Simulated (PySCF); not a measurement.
# C3H9N3Si2: circular dichroism and optical rotation

Aim: compute the circular dichroism and optical rotation of C3H9N3Si2 (`N#C[C@H]1C[Si@H]1[SiH](N)N`).

Computed with PySCF 2.14.0 and routines of our own; the level stands in each step. Atoms count from 0.

## (1) The starting structure

17 atoms, charge 0, multiplicity 1; geometry from: GFN2-xTB.

## (2) Circular dichroism and optical rotation: TDDFT CAM-B3LYP/def2-SVPD

The job: settings as JSON, then the geometry in Å.

```
{"job": {"kind": "ecd", "xc": "CAM-B3LYP", "basis": "def2-SVPD", "nstates": 8}, "charge": 0, "multiplicity": 1}
N     -2.124127     1.973235     0.862014
C     -2.100783     0.825410     0.771026
C     -1.962574    -0.560020     0.643262
C     -1.929247    -1.138529    -0.775235
Si    -0.229590    -1.186437     0.048944
Si     1.331166     0.410770    -0.522969
N      1.173402     1.621277     0.683864
N      2.980730    -0.068327    -0.402982
H     -2.521773    -1.120656     1.381525
H     -2.120244    -0.419612    -1.561933
H     -2.526626    -2.029901    -0.906761
H     -0.039901    -2.508746     0.662977
H      1.200527     0.789005    -1.941451
H      1.858812     2.359303     0.722121
H      0.255747     1.997079     0.872776
H      3.388487    -0.198761     0.507247
H      3.358998    -0.733058    -1.054336
```

Level: TDDFT CAM-B3LYP/def2-SVPD circular dichroism and optical rotation, one conformer, gas phase.

Run with:

```console
> OMP_NUM_THREADS=1 python excited_run.py task.json out
```

The driver reads the jobs from task.json and runs them one after another.

What it wrote:

```text
coarse grid: 15272 points
cycle   1  E = -862.2479856695  dE =  1.086e+00  |g| = 6.882e-01  |ddm| = 5.841e+00
cycle   2  E = -862.1594955482  dE =  8.849e-02  |g| = 9.755e-01  |ddm| = 2.560e+00
cycle   3  E = -862.3630080429  dE = -2.035e-01  |g| = 1.478e-01  |ddm| = 1.345e+00
cycle   4  E = -862.3670889131  dE = -4.081e-03  |g| = 6.817e-02  |ddm| = 2.229e-01
cycle   5  E = -862.3681382645  dE = -1.049e-03  |g| = 8.536e-03  |ddm| = 1.266e-01
cycle   6  E = -862.3681569381  dE = -1.867e-05  |g| = 3.337e-03  |ddm| = 2.211e-02
cycle   7  E = -862.3681601657  dE = -3.228e-06  |g| = 8.881e-04  |ddm| = 9.005e-03
final grid: 138800 points
cycle   8  E = -862.4828874672  dE = -2.660e-05  |g| = 3.958e-03  |ddm| = 7.185e-02
cycle   9  E = -862.4828866092  dE =  8.580e-07  |g| = 4.537e-03  |ddm| = 1.348e-02
cycle  10  E = -862.4828913833  dE = -4.774e-06  |g| = 5.917e-04  |ddm| = 6.154e-03
cycle  11  E = -862.4828914399  dE = -5.663e-08  |g| = 3.425e-04  |ddm| = 9.516e-04
cycle  12  E = -862.4828914644  dE = -2.450e-08  |g| = 6.106e-05  |ddm| = 5.641e-04
cycle  13  E = -862.4828914655  dE = -1.090e-09  |g| = 1.342e-05  |ddm| = 1.528e-04
cycle  14  E = -862.4828914656  dE = -6.003e-11  |g| = 6.352e-06  |ddm| = 4.909e-05
converged SCF energy = -862.4828914656

Singlet excitations and rotatory strengths (1e-40 esu^2 cm^2)
state   eV       nm     f(len)   f(vel)    R(len)    R(vel)   main configurations
  1   5.3966   229.7  0.01790  0.01927   -27.136   -28.824   H->L 0.44, H->L+1 0.30, H-1->L 0.17
  2   5.5750   222.4  0.00491  0.00532     5.927     5.311   H-1->L 0.72, H->L+1 0.17
  3   5.7354   216.2  0.13778  0.14577    66.301    65.851   H->L 0.37, H->L+1 0.37, H-1->L+1 0.13
  4   5.9541   208.2  0.04623  0.04911   -33.542   -31.990   H-1->L+1 0.69, H-2->L 0.10, H->L 0.09
  5   6.2022   199.9  0.01733  0.01849     7.998     9.248   H-2->L 0.80, H-1->L+1 0.09
  6   6.4326   192.7  0.01510  0.01609    36.711    38.769   H-2->L+1 0.81
  7   6.6552   186.3  0.01951  0.02006    -0.881    -0.001   H->L+2 0.20, H->L+4 0.16, H->L+6 0.12
  8   6.7333   184.1  0.01580  0.01576   -25.855   -25.780   H-3->L 0.71, H-3->L+1 0.10

Specific rotation (deg / (dm g/mL))
    nm     length   length(OI)   velocity    alpha(len)  alpha(vel)
  633.0     183.40     183.27     191.54      111.281    112.543
  589.3     216.47     216.30     225.84      111.851    113.130
  546.0     259.45     259.20     270.30      112.570    113.872
  436.0     458.17     457.41     474.51      115.642    117.043
  405.0     560.67     559.52     578.98      117.095    118.545
  365.0     758.91     756.77     779.48      119.722    121.263
  355.0     826.35     823.78     847.20      120.571    122.143
```

Wall time 2 min (1 thread of Intel Xeon Platinum 8259CL at 2.50GHz, shared host); peak memory 1.2 GiB.

## (3) Outcome

| quantity | value |
| --- | --- |
| state of largest rotatory strength (velocity form) among 8 (step 2, TDDFT CAM-B3LYP/def2-SVPD) | 5.74 eV, R = +65.9 (velocity), +66.3 (length) ·10⁻⁴⁰ esu² cm² |
| specific rotation at 633.0 nm (step 2, TDDFT CAM-B3LYP/def2-SVPD) | 191.5 (velocity), 183.4 (length) |

**Reading.** Rotations belong to one conformer.
